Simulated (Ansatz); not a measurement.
# Alloy of GaAs and GaP (12 of 32 As sites exchanged), 64 atoms, part 2 of 2

Ansatz 0.2.0, PAW.

### Step 3. HSE06 single point

Contents of in.yaml:

```yaml
crystal:
  lattice:
    - [11.148965, 0.000000, 0.000000]
    - [0.000000, 11.148965, 0.000000]
    - [0.000000, 0.000000, 11.148965]
  atoms:
    - { symbol: Ga, position: [0.995869, 0.998272, 0.004803] }
    - { symbol: Ga, position: [0.000605, 0.999968, 0.501167] }
    - { symbol: Ga, position: [0.007550, 0.500377, 0.999844] }
    - { symbol: Ga, position: [0.003177, 0.497788, 0.496202] }
    - { symbol: Ga, position: [0.499303, 0.000300, 0.993228] }
    - { symbol: Ga, position: [0.503629, 0.997940, 0.496359] }
    - { symbol: Ga, position: [0.499614, 0.494469, 0.000899] }
    - { symbol: Ga, position: [0.495928, 0.503544, 0.504590] }
    - { symbol: Ga, position: [0.253832, 0.253065, 0.997470] }
    - { symbol: Ga, position: [0.251889, 0.257612, 0.500441] }
    - { symbol: Ga, position: [0.248227, 0.745251, 0.003741] }
    - { symbol: Ga, position: [0.253732, 0.746088, 0.497237] }
    - { symbol: Ga, position: [0.746776, 0.253747, 0.996792] }
    - { symbol: Ga, position: [0.749216, 0.249627, 0.500956] }
    - { symbol: Ga, position: [0.749276, 0.756115, 0.000481] }
    - { symbol: Ga, position: [0.743808, 0.748326, 0.500250] }
    - { symbol: Ga, position: [0.250714, 0.001036, 0.249485] }
    - { symbol: Ga, position: [0.254656, 0.003917, 0.753835] }
    - { symbol: Ga, position: [0.251361, 0.500817, 0.249790] }
    - { symbol: Ga, position: [0.250962, 0.493967, 0.750171] }
    - { symbol: Ga, position: [0.749675, 0.993266, 0.249783] }
    - { symbol: Ga, position: [0.746677, 0.997744, 0.753485] }
    - { symbol: Ga, position: [0.750220, 0.500803, 0.249475] }
    - { symbol: Ga, position: [0.743064, 0.500657, 0.750158] }
    - { symbol: Ga, position: [0.004672, 0.253736, 0.253036] }
    - { symbol: Ga, position: [0.003499, 0.253869, 0.755205] }
    - { symbol: Ga, position: [0.999636, 0.748795, 0.243142] }
    - { symbol: Ga, position: [0.000466, 0.749086, 0.749053] }
    - { symbol: Ga, position: [0.496267, 0.253534, 0.246099] }
    - { symbol: Ga, position: [0.496334, 0.253539, 0.751924] }
    - { symbol: Ga, position: [0.499643, 0.748981, 0.256260] }
    - { symbol: Ga, position: [0.506249, 0.749337, 0.751547] }
    - { symbol: As, position: [0.126286, 0.127114, 0.123635] }
    - { symbol: As, position: [0.127330, 0.128197, 0.626152] }
    - { symbol: As, position: [0.127192, 0.622065, 0.624377] }
    - { symbol: As, position: [0.624002, 0.124070, 0.123551] }
    - { symbol: As, position: [0.622692, 0.125118, 0.627140] }
    - { symbol: As, position: [0.623658, 0.626001, 0.124675] }
    - { symbol: As, position: [0.376425, 0.874108, 0.124712] }
    - { symbol: As, position: [0.377795, 0.874168, 0.625243] }
    - { symbol: As, position: [0.877100, 0.375906, 0.123829] }
    - { symbol: As, position: [0.875203, 0.376343, 0.626215] }
    - { symbol: As, position: [0.872071, 0.873839, 0.625021] }
    - { symbol: As, position: [0.375273, 0.127156, 0.375165] }
    - { symbol: As, position: [0.375945, 0.622428, 0.875090] }
    - { symbol: As, position: [0.874979, 0.124472, 0.373749] }
    - { symbol: As, position: [0.874051, 0.125336, 0.875963] }
    - { symbol: As, position: [0.875151, 0.626021, 0.374338] }
    - { symbol: As, position: [0.874116, 0.624666, 0.876174] }
    - { symbol: As, position: [0.125158, 0.872835, 0.373226] }
    - { symbol: As, position: [0.125159, 0.875128, 0.877402] }
    - { symbol: As, position: [0.622095, 0.377063, 0.376087] }
    - { symbol: P, position: [0.126141, 0.623038, 0.126226] }
    - { symbol: P, position: [0.622986, 0.624829, 0.625299] }
    - { symbol: P, position: [0.373127, 0.376155, 0.124156] }
    - { symbol: P, position: [0.375300, 0.376172, 0.626167] }
    - { symbol: P, position: [0.873838, 0.873591, 0.125357] }
    - { symbol: P, position: [0.376271, 0.128254, 0.875193] }
    - { symbol: P, position: [0.375345, 0.622967, 0.375140] }
    - { symbol: P, position: [0.128522, 0.377389, 0.374093] }
    - { symbol: P, position: [0.128589, 0.375309, 0.876341] }
    - { symbol: P, position: [0.621885, 0.375256, 0.874020] }
    - { symbol: P, position: [0.625038, 0.872699, 0.374956] }
    - { symbol: P, position: [0.624591, 0.875124, 0.875463] }
kpoints:
  mp_grid: { grid: [1, 1, 1] }
hamiltonian:
  xc: hse06
scf:
  occupations: { method: fermi_dirac, width: 0.01 }
output:
  forces: true
  eigenvalues: true
  populations: true
  eigenstates: { kpoints: [[0, 0, 0]], e_range: [-6.0, 6.0], localisation: true }
```

Command:

```console
> ansatz run in.yaml --threads 4 --pin off --max-ram 42750MiB --runs-dir r --events-out ev --progress --plain --backend cuda --devices 0, --max-vram 37GiB
```

Output:

```text
Pseudopotentials: kind: paw
Functional definition: HSE06
  parameter a = 0.25
  parameter omega = 0.11/bohr
  exchange = pbe_x - a*pbe_x_sr(omega) + a*exact_x_sr(omega)
  correlation = pbe_c
Crystal: 64 atoms, lattice volume = 1385.810 Å³
Basis set: ecut = 420 eV, 27201 PW (Γ), exchange–correlation on 150×150×150 points (8 copies of the dense FFT grid, shifted against one another)
Bands: 466, of which v1, the nominal top of the filled ones, is band 388 counted from 1 (387 counted from 0)
Symmetry: 1 space group operations
Space group: P1 (ITA 1), of the structure as read, at distance tolerance 1.1e-4 Å
k-points: 1
Non-local potential: Ga, projectors of the file, l = 0: 2, l = 1: 2, l = 2: 3, l = 3: 1
Non-local potential: As, projectors of the file, l = 0: 2, l = 1: 2, l = 2: 3, l = 3: 1
Non-local potential: P, projectors of the file, l = 0: 2, l = 1: 2, l = 2: 2
PAW form: soft (Blöchl's): semilocal exchange-correlation on the pseudo side does not see the compensation charge
PAW frozen core: Ga, regenerated for the run's functional, and the local potential with it (the file was generated under x = pbe(κ = 0.804, μ = 0.2195149727645171), c = pbe(β = 0.06672455060314922))
PAW frozen core: As, regenerated for the run's functional, and the local potential with it (the file was generated under x = pbe(κ = 0.804, μ = 0.2195149727645171), c = pbe(β = 0.06672455060314922))
PAW frozen core: P, regenerated for the run's functional, and the local potential with it (the file was generated under x = pbe(κ = 0.804, μ = 0.2195149727645171), c = pbe(β = 0.06672455060314922))
PAW one-centre angular grid: Ga, 590 points (default); XC on 64 Gauss nodes
PAW one-centre angular grid: As, 590 points (default); XC on 64 Gauss nodes
PAW one-centre angular grid: P, 110 points (default); XC on 64 Gauss nodes
Initial density: superposition of atomic densities (neutral atoms: chi_scale 0, normalization atom), corrected by the library's trained network
Initial wavefunctions: pseudopotential atomic-orbital guess
Functional: x = pbe(κ = 0.804, μ = 0.2195149727645171), c = pbe(β = 0.06672455060314922), warm-up for x = pbe(κ = 0.804, μ = 0.2195149727645171) + 0.25 (exact − pbe) at short range (hse, ω = 0.20786987370883472 Å⁻¹), c = pbe(β = 0.06672455060314922); HSE06 as pw.x's `hse` composes it (authors' and Libxc's form: `xc: wpbeh`)
SCF iter   1: F=—  HF=-227265.121397 eV  |F-HF|=—  |Δ(HF+E_count)|=         —  Δρ=1.75e-3  dr2=2.78e-2  ethr=1.77e-3  ⟨swp⟩=13.0  Hψ=1855  notcnv=0
preconditioner: auto → none  [insulator: Δε(μ)=0.962 eV  Ē_g=14.336 eV  σ=0.010 eV  W_gap=1.00  n_scr=364 (ndim 8)  ℏωp=23.9 eV  f_vac=0.052  D(μ)=0.00/eV (n_scr^D=0)]
SCF iter   2: F=—  HF=-227265.131236 eV  |F-HF|=—  |Δ(HF+E_count)|=   9.84e-3  Δρ=7.17e-4  dr2=6.38e-3  ethr=3.59e-6  ⟨swp⟩=8.0  Hψ=1827  notcnv=0  defer=20
SCF iter   3: F=—  HF=-227265.133409 eV  |F-HF|=—  |Δ(HF+E_count)|=   2.17e-3  Δρ=3.96e-4  dr2=9.92e-3  ethr=8.22e-7  ⟨swp⟩=11.0  Hψ=1487  notcnv=0  defer=37
SCF iter   4: F=—  HF=-227265.132185 eV  |F-HF|=—  |Δ(HF+E_count)|=   1.22e-3  Δρ=1.94e-4  dr2=1.48e-3  ethr=8.22e-7  ⟨swp⟩=11.0  Hψ=1391  notcnv=0  defer=30
iter 5 solved again at ethr=1.23e-8 eV; its pass at ethr=1.91e-7 eV (dr2=9.58e-5 eV) is discarded
SCF iter   5: F=—  HF=-227265.132101 eV  |F-HF|=—  |Δ(HF+E_count)|=   8.38e-5  Δρ=9.09e-5  dr2=1.17e-4  ethr=1.23e-8  ⟨swp⟩=7.0  Hψ=2208  notcnv=0  defer=18
eigensolver tolerance schedule calibrated: the retry pair's looser diagonalisation under-reported the residual by θ = 0.18 (0.15/decade); ethr = c·dr2/N_el runs at the constant in force after the calibration composes with the one it found (an armed cap, an earlier calibration), c = 4.3e-2
SCF iter   6: F=-227265.132129 eV  HF=-227265.132130 eV  |F-HF|=9.03e-7  |Δ(HF+E_count)|=   2.92e-5  Δρ=2.52e-5  dr2=1.08e-5  ethr=6.53e-9  ⟨swp⟩=6.0  Hψ=1071  notcnv=0  defer=18
SCF 1 stopped early in 6 iterations: F = -227265.132129 eV  dr2 = 1.08e-5
Initial density: handed on by an earlier stage of this run
Initial wavefunctions: those handed on with the density
Functional: x = pbe(κ = 0.804, μ = 0.2195149727645171) + 0.25 (exact − pbe) at short range (hse, ω = 0.20786987370883472 Å⁻¹), c = pbe(β = 0.06672455060314922); HSE06 as pw.x's `hse` composes it (authors' and Libxc's form: `xc: wpbeh`)
Exchange kernel: α = 0.2500, screened, ω = 0.2079 Å⁻¹, Wigner–Seitz truncation, v(0) = 953.4196 eV·Å³, q-mesh 1×1×1, nearest image of the exchange supercell L = 11.15 Å, pair-density grid 50×50×50, without the augmentation charges, whose exchange is taken in its separable form (sized by the pseudopotential files, 75×75×75 at the most), smooth part of the exchange summed in real space on grids 50×4 [...]
Frozen-core exchange: fock
SCF iter   1: F=—  HF=-227314.268377 eV  |F-HF|=—  |Δ(HF+E_count)|=         —  Δρ=1.28e-2  dr2=9.08e-1  ethr=1.39e-8  ⟨swp⟩=17.0  Hψ=3110  notcnv=0
preconditioner: auto → none  [insulator: Δε(μ)=1.849 eV  Ē_g=17.032 eV  σ=0.010 eV  W_gap=1.00  n_scr=364 (ndim 8)  ℏωp=23.9 eV  f_vac=0.054  D(μ)=0.00/eV (n_scr^D=0)]
SCF iter   2: F=—  HF=-227313.706925 eV  |F-HF|=—  |Δ(HF+E_count)|=   5.61e-1  Δρ=2.75e-3  dr2=8.72e-2  ethr=1.39e-8  ⟨swp⟩=6.0  Hψ=2329  notcnv=0
SCF iter   3: F=—  HF=-227313.973382 eV  |F-HF|=—  |Δ(HF+E_count)|=   2.66e-1  Δρ=3.17e-3  dr2=5.39e-2  ethr=1.39e-8  ⟨swp⟩=6.0  Hψ=2247  notcnv=0
SCF iter   4: F=—  HF=-227313.968543 eV  |F-HF|=—  |Δ(HF+E_count)|=   4.84e-3  Δρ=1.16e-3  dr2=1.51e-2  ethr=1.39e-8  ⟨swp⟩=5.0  Hψ=1920  notcnv=0
SCF iter   5: F=—  HF=-227313.972837 eV  |F-HF|=—  |Δ(HF+E_count)|=   4.29e-3  Δρ=5.54e-4  dr2=3.04e-2  ethr=1.39e-8  ⟨swp⟩=5.0  Hψ=1958  notcnv=0
SCF iter   6: F=—  HF=-227313.967525 eV  |F-HF|=—  |Δ(HF+E_count)|=   5.31e-3  Δρ=4.60e-5  dr2=7.44e-4  ethr=1.39e-8  ⟨swp⟩=5.0  Hψ=1941  notcnv=0
SCF iter   7: F=—  HF=-227313.975006 eV  |F-HF|=—  |Δ(HF+E_count)|=   7.48e-3  Δρ=2.34e-4  dr2=5.11e-4  ethr=9.92e-9  ⟨swp⟩=6.0  Hψ=1763  notcnv=0
SCF iter   8: F=-227313.974711 eV  HF=-227313.974725 eV  |F-HF|=1.37e-5  |Δ(HF+E_count)|=   2.81e-4  Δρ=2.69e-5  dr2=2.20e-5  ethr=9.92e-9  ⟨swp⟩=4.0  Hψ=1468  notcnv=0
SCF 2 stopped early in 8 iterations: F = -227313.974711 eV  dr2 = 2.20e-5
  Residual-converged pass: ⟨swp⟩=3.0  Hψ=1229  notcnv=0  max |occ|·‖R‖ = 6.0e-6 eV (tolerance 6.7e-6 eV)  dr2=2.21e-5  dr2_onsite=2.20e-6  max |Δocc| = 0.0e0
[... from here the SCF cycle lines were not kept, up to the last twenty ...]
hybrid outer 1: dexx = +3.180e-1 eV, tail = 1.19e-3 eV
SCF iter   1: F=—  HF=-227313.972332 eV  |F-HF|=—  |Δ(HF+E_count)|=         —  Δρ=5.85e-5  dr2=7.06e-5  ethr=7.68e-7  ⟨swp⟩=13.0  Hψ=1209  notcnv=0
preconditioner: auto → none  [insulator: Δε(μ)=1.913 eV  Ē_g=16.850 eV  σ=0.010 eV  W_gap=1.00  n_scr=364 (ndim 8)  ℏωp=23.9 eV  f_vac=0.053  D(μ)=0.00/eV (n_scr^D=0)]
SCF iter   2: F=—  HF=-227313.972346 eV  |F-HF|=—  |Δ(HF+E_count)|=   1.38e-5  Δρ=2.95e-5  dr2=1.96e-5  ethr=3.29e-9  ⟨swp⟩=4.0  Hψ=1687  notcnv=0
SCF iter   3: F=—  HF=-227313.972376 eV  |F-HF|=—  |Δ(HF+E_count)|=   3.01e-5  Δρ=2.38e-5  dr2=1.65e-5  ethr=8.40e-10  ⟨swp⟩=6.0  Hψ=1384  notcnv=0  defer=20
SCF iter   4: F=—  HF=-227313.972373 eV  |F-HF|=—  |Δ(HF+E_count)|=   3.26e-6  Δρ=4.88e-6  dr2=2.59e-6  ethr=8.40e-10  ⟨swp⟩=7.0  Hψ=1097  notcnv=0  defer=17
SCF iter   5: F=—  HF=-227313.972373 eV  |F-HF|=—  |Δ(HF+E_count)|=   5.62e-7  Δρ=2.90e-6  dr2=2.23e-7  ethr=1.13e-10  ⟨swp⟩=7.0  Hψ=1251  notcnv=0  defer=3
SCF iter   6: F=—  HF=-227313.972373 eV  |F-HF|=—  |Δ(HF+E_count)|=   8.86e-7  Δρ=2.41e-6  dr2=3.18e-7  ethr=5.32e-12  ⟨swp⟩=6.0  Hψ=1479  notcnv=0  defer=20
SCF iter   7: F=—  HF=-227313.972373 eV  |F-HF|=—  |Δ(HF+E_count)|=   6.76e-8  Δρ=5.99e-7  dr2=4.68e-8  ethr=5.32e-12  ⟨swp⟩=8.0  Hψ=1168  notcnv=0  defer=5
SCF iter   8: F=-227313.972373 eV  HF=-227313.972373 eV  |F-HF|=2.50e-9  |Δ(HF+E_count)|=   8.27e-9  Δρ=2.83e-7  dr2=6.41e-9  ethr=3.60e-12 (applied; sched 2.18e-12)  ⟨swp⟩=5.0  Hψ=916  notcnv=0
SCF 3 converged in 8 iterations: F = -227313.972373 eV  dr2 = 6.41e-9
  Residual-converged pass: ⟨swp⟩=3.0  Hψ=959  notcnv=0  max |occ|·‖R‖ = 2.2e-6 eV (tolerance 2.5e-6 eV)  dr2=6.77e-9  dr2_onsite=6.21e-10  max |Δocc| = 0.0e0
hybrid outer 2: dexx = +3.431e-5 eV, tail = 6.10e-7 eV, Δε = 2.89e-3 eV (about 8.35e-5 eV left of the loop's levels), ΔF = 6.62e-3 eV/Å (tail 8.81e-4)
NSCF: frozen V_eff on 1 k-points
hybrid SCF converged: 2 outer / 16 inner (+6 warm-up), last move |dexx| = 3.43e-5 eV, tail = 6.10e-7 eV
Stability not checked: this state was not tested for a lower state beside it, because the functional holds exact exchange (a hybrid, or Hartree-Fock), whose exchange loop this test does not read (fock_operator; see scf.lower_state_search)
Free energy (F): -227313.972370 eV
Harris-Foulkes:  -227313.972370 eV  (|F-HF|=2.50e-9)
Internal energy: -227313.972370 eV  (E = F + TS)
E sigma→0 (E₀):  -227313.972370 eV
Fermi energy:    8.422459 eV
--- Per-component energies (eV) ---
  E_band       = -8881.860464
  E_kinetic    = 6592.844696
  E_local      = -108979.152618  (includes V_loc(G=0)·N_el)
  E_nonlocal   = 635.780722
  E_hartree    = 53941.011622
  E_xc         = -3654.541936
  E_vxc        = -3349.608449  (∫ρ·V_xc dr)
  E_exx        = -2864.385490  (= α·E_x^exact, valence–valence)
  E_paw        = -105300.024728  (= ΣΔE_a)
  E_vpaw       = -5934.969838  (= ΣTr[D̂ρ^β])
  E_aug_tail   = -0.003831  (compensation charges beyond the density's cutoff)
  E_ewald      = -67672.979950
  E_core_change = -12.520828  (= ΣΔE_core)
  E_smearing   = -0.000000  (= −TS)
  E_closure    = -0.000030  (closes the sum)
  Σ components = -227313.972370   (vs F -227313.972370, Δ=-2.91e-11)
--- Forces (eV/Å), atoms counted from 1 ---
  atom   1  Ga     0.01482981     0.01370989    -0.03756400
  atom   2  Ga    -0.01585609    -0.00940581    -0.01901764
  atom   3  Ga    -0.06431609    -0.02311719    -0.00996405
  atom   4  Ga    -0.02808233     0.01019892     0.01677914
  atom   5  Ga    -0.00143927    -0.00299780     0.04887652
  atom   6  Ga    -0.03635709     0.00886790     0.01918775
  atom   7  Ga    -0.00584550     0.04136942    -0.00871330
  atom   8  Ga     0.00983397    -0.03514365    -0.04067486
  atom   9  Ga    -0.03412683    -0.03171502     0.01515573
  atom  10  Ga    -0.02176903    -0.06371660    -0.01792138
  atom  11  Ga     0.01541553     0.02203823    -0.02709019
  atom  12  Ga    -0.02356488     0.01585133     0.01697619
  atom  13  Ga     0.01854253    -0.03547253     0.01518970
  atom  14  Ga    -0.00583988    -0.00960448    -0.01017651
  atom  15  Ga    -0.01474104    -0.06867735    -0.01497377
  atom  16  Ga     0.03621979    -0.00015633    -0.00431633
  atom  17  Ga    -0.01527688    -0.01359014    -0.01064213
  atom  18  Ga    -0.04831841    -0.03975057    -0.04598659
  atom  19  Ga    -0.01244783    -0.00919436    -0.01252417
  atom  20  Ga     0.00099581     0.03982771     0.00168201
  atom  21  Ga    -0.00802146     0.04233119    -0.00623883
  atom  22  Ga     0.00891250     0.00949461    -0.03264119
  atom  23  Ga    -0.01323865    -0.01093814    -0.01149303
  atom  24  Ga     0.04366177    -0.00282297    -0.00229167
  atom  25  Ga    -0.03913099    -0.04351190    -0.04521883
  atom  26  Ga    -0.04040833    -0.04515644    -0.04955021
  atom  27  Ga    -0.00335391    -0.00127888     0.04310491
  atom  28  Ga    -0.01276820    -0.00868108     0.00115472
  atom  29  Ga     0.01686685    -0.02450408     0.02123654
  atom  30  Ga     0.01084606    -0.03683947    -0.02124263
  atom  31  Ga    -0.01567273    -0.01457720    -0.05982539
  atom  32  Ga    -0.06041011    -0.01599802    -0.02525952
  atom  33  As    -0.00233642     0.01916369     0.03672711
  atom  34  As     0.01393048     0.01676660     0.02331246
  atom  35  As     0.01295300     0.01225732    -0.00546787
  atom  36  As     0.00963451     0.01265872    -0.01488951
  atom  37  As     0.02294291     0.00973298    -0.00016510
  atom  38  As     0.01386001    -0.00203879     0.01373787
  atom  39  As     0.00037848    -0.01072877     0.02851861
  atom  40  As     0.01577093    -0.00057095     0.01539991
  atom  41  As     0.01894922     0.01956512     0.00677106
  atom  42  As     0.00451198    -0.00142210     0.02239517
  atom  43  As     0.00422029     0.01667168     0.00991524
  atom  44  As     0.00351773     0.01601728     0.01330701
  atom  45  As     0.01574265    -0.00033567     0.00620898
  atom  46  As     0.02606746    -0.00893354     0.01765543
  atom  47  As     0.01284678     0.01125390     0.02129440
  atom  48  As     0.00439046     0.00356478    -0.00235671
  atom  49  As    -0.00577496     0.01814788     0.01276802
  atom  50  As     0.00958320     0.01645346     0.00031033
  atom  51  As     0.01619650     0.01394888    -0.00775397
  atom  52  As    -0.00702435     0.01771284     0.00939172
  atom  53  P      0.03303978    -0.00481791     0.00682831
  atom  54  P     -0.01322364     0.01809384     0.02782480
  atom  55  P      0.01619292     0.02060019     0.00253057
  atom  56  P      0.01362263     0.02848199     0.00124391
  atom  57  P      0.00683275     0.02577995    -0.00465527
  atom  58  P      0.01558965     0.02275571     0.00553582
  atom  59  P      0.01350188     0.01031655     0.00829530
  atom  60  P      0.02471024     0.00250073     0.01234422
  atom  61  P      0.00584551     0.01838382     0.01886831
  atom  62  P     -0.00003418     0.01413332     0.01569714
  atom  63  P      0.00214564     0.00706531     0.01717094
  atom  64  P      0.03623635     0.00006984    -0.00486219
  max |Σ_I F_I| component: 8.78e-5 eV/Å
--- Band table (eV) ---
  k-point 0: bands = [... 376 lower levels ..., "6.2043", "6.2119", "6.2161", "6.2339", "6.2757", "6.3252", "6.3423", "6.3650", "6.3983", "7.4469", "7.4563", "7.4627", "9.3767", "9.4808", "9.4830", "9.4949", "9.4980", "9.5065", "9.5435", "9.6616", "9.8422", "9.8447", "9.8657", "10.1735", ... 66 higher levels ...]
--- Löwdin populations: 64 sites ---
  site symbol       q [e]
     0     Ga     12.8845
     1     Ga     12.8824
     2     Ga     12.8811
     3     Ga     12.8859
     4     Ga     12.8814
     5     Ga     12.8858
     6     Ga     12.8874
     7     Ga     12.8795
     8     Ga     12.8803
     9     Ga     12.8821
    10     Ga     12.8874
    11     Ga     12.8854
    12     Ga     12.8849
    13     Ga     12.8870
    14     Ga     12.8823
    15     Ga     12.8801
    16     Ga     12.8927
    17     Ga     12.8796
    18     Ga     12.8716
    19     Ga     12.8902
    20     Ga     12.8742
    21     Ga     12.8881
    22     Ga     12.8941
    23     Ga     12.8778
    24     Ga     12.8832
    25     Ga     12.8837
    26     Ga     12.8802
    27     Ga     12.8869
    28     Ga     12.8870
    29     Ga     12.8803
    30     Ga     12.8836
    31     Ga     12.8838
    32     As     15.0792
    33     As     15.0785
    34     As     15.0785
    35     As     15.0809
    36     As     15.0793
    37     As     15.0815
    38     As     15.0806
    39     As     15.0808
    40     As     15.0800
    41     As     15.0794
    42     As     15.0776
    43     As     15.0787
    44     As     15.0823
    45     As     15.0778
    46     As     15.0780
    47     As     15.0789
    48     As     15.0815
    49     As     15.0787
    50     As     15.0791
    51     As     15.0811
    52      P      5.0607
    53      P      5.0608
    54      P      5.0631
    55      P      5.0612
    56      P      5.0575
    57      P      5.0612
    58      P      5.0628
    59      P      5.0609
    60      P      5.0600
    61      P      5.0616
    62      P      5.0591
    63      P      5.0587
  spilling = 0.001811 (of n_electrons = 776.000000)
```

Wall time 62 s (1 × NVIDIA H100 80GB HBM3 with 4 threads of AMD EPYC 7R13, shared host); peak host memory 4.4 GiB.

Top filled level 7.463 eV, lowest empty level 9.377 eV: 1.91 eV apart at the Γ point alone.

The states next to the gap (eigenstates.tsv), from the top filled level:

| level (eV) | spin | filling | atoms sharing it | main element | its share | largest atom |
| --- | --- | --- | --- | --- | --- | --- |
| -0.02 | both | 2.00 | 49.6 | As | 0.52 | – |
| -0.01 | both | 2.00 | 48.7 | As | 0.53 | – |
| 0.00 | both | 2.00 | 48.6 | As | 0.53 | – |
| 1.91 | both | 0.00 | 46.6 | Ga | 0.56 | – |
| 2.02 | both | 0.00 | 50.3 | Ga | 0.56 | – |
| 2.02 | both | 0.00 | 55.1 | Ga | 0.54 | – |
| 2.03 | both | 0.00 | 53.5 | Ga | 0.55 | – |
| 2.04 | both | 0.00 | 56.0 | Ga | 0.55 | – |

Forces by HSE06 reach 0.08 eV/Å at most on these atoms (on Ga26).

### Step 4. Results

What follows sums up all 2 parts. Changes of volume or cell count from the first structure of part 1.

```
             level        time   k points  top filled to lowest empty (eV)
PBEsol, relaxation   9 s (GPU)  (¼, ¼, ¼)                             1.47
             HSE06  62 s (GPU)          Γ                             1.91
```

| quantity | value |
| --- | --- |
| relaxation | 5 recorded steps, 1.10 eV gained |
| largest shift | 0.12 Å (Ga31) |
| relaxed cell | a = 11.149 Å, b = 11.149 Å, c = 11.149 Å, α = 90.00°, β = 90.00°, γ = 90.00° |
| mean bonds | As–Ga 2.439, Ga–P 2.373 Å |

The relaxation lowers the energy by 1.10 eV; the largest shift is 0.12 Å (Ga31), while the volume changes by -0.1 %. The mean lengths of the listed bonds run from Ga–P 2.37 Å to As–Ga 2.44 Å. Rows on different k points differ by sampling as well as by level. Spin–orbit coupling is left out, which matters for the band edges of the heavier elements here. With one k point the spacing samples only the states that fold onto it, so it can exceed the gap over the zone.
